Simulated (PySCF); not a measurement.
# H15N5Ni ([Ni(NH3)5]3+): the cost of one run

Computed with PySCF 2.14.0 and routines of our own; the level stands in each step. Atoms count from 0.

### 1 The starting structure

21 atoms, charge 3, states of the metal's open shell are computed; geometry from: model start, shaken.

### 2 Geometry optimisation at PBE0-D3(BJ)/def2-SVP

The job: settings as JSON, then the geometry in Å.

```
{"job": {"xc": "PBE0", "basis": "def2-SVP", "d3": "d3bj", "grid": 1, "maxiter": 45, "solvent": "water", "kind": "geom"}, "charge": 3, "metal": "Ni", "open_shell": "d7"}
Ni     0.000020     0.004480    -0.004110
N     -0.013360    -0.006820     1.955130
H      0.943260     0.020100     2.352950
H     -0.480490     0.823450     2.365690
H     -0.469600    -0.830060     2.359900
N      0.010430    -0.020160    -1.976860
H     -0.970880    -0.019340    -2.387960
H      0.467650     0.797090    -2.356270
H      0.473530    -0.818910    -2.398090
N      1.961920    -0.000730     0.001700
H      2.337380     0.935190    -0.014680
H      2.348200    -0.455270     0.803990
H      2.359850    -0.457910    -0.824860
N     -0.986680     1.707730     0.000960
H     -1.198540     2.045250     0.962740
H     -0.496610     2.465050    -0.469390
H     -1.896560     1.666070    -0.459750
N     -1.002990    -1.704950     0.008650
H     -1.183000    -2.033870     0.941360
H     -1.876930    -1.614480    -0.481310
H     -0.470350    -2.459110    -0.469270
```

Launch:

```sh
$ OMP_NUM_THREADS=1 python lf_run.py task.json out
```

The driver reads the jobs from task.json and runs them one after another.

**Question.** How long does this first job take on 1 thread of Arm Neoverse V2, shared host, and how much memory does it need?

About 7 min, with a peak of 1.7 GiB.
